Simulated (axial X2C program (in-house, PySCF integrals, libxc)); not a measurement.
# Linear HSbF at several levels

The task here is to estimate one member of a computed series from the others.

Computed with an in-house X2C program for linear molecules on PySCF integrals. Level: all-electron X2C, two-component (2c) or spin-free, H dyall-v3z, Sb dyall-v3z, F dyall-av3z.

All values are calculated.

2 further runs of the same task are left out: 2 set aside as unsound or not needed.

The first run:

The input, task.json:

```json
{"zs": [1, 51, 9], "q": 0, "bas": ["dyall-v3z", "dyall-v3z", "dyall-av3z"], "r0": [1.72, 2.04], "symm": 0, "scan": ["PBE0", "HF", "LDA"], "levels": ["PBE0", "HF", "TPSSh"], "nst": 2}
```

Keys: zs atomic numbers; q charge; bas basis sets; r0 starting distance in Å; symm equal bonds; scan levels of the two-bond scan; levels methods; nst determinants followed.

Run with:

```sh
python solin.py task.json out
```

Masses H 1.008, Sb 120.904, F 18.998 u.

Among the steps run: Scan at PBE0, 2c; Scan at LDA, 2c; Scan at PBE0, spin-free.

One of the session's tables, all rows but one given; the rest of the session is left out.

```
          level  r(Sb–F) (Å)  lower stretch (cm⁻¹)  upper stretch (cm⁻¹)
       PBE0, 2c        1.978                 507.9                1030.4
        LDA, 2c        1.989                 482.8                1123.2
PBE0, spin-free            ?                     ?                     ?
 LDA, spin-free        1.977                 515.0                1112.4
```

Estimate the missing values for PBE0, spin-free.

As computed: r(Sb–F) (Å): 1.976; lower stretch (cm⁻¹): 511.5; upper stretch (cm⁻¹): 1031.0. In the column «r(Sb–F) (Å)» it is the lowest.

Scans not shown above were run alike.

The molecule was held linear; bending was not examined, so a bent shape may lie lower. Note: several unpaired electrons, one determinant need not be a pure state.
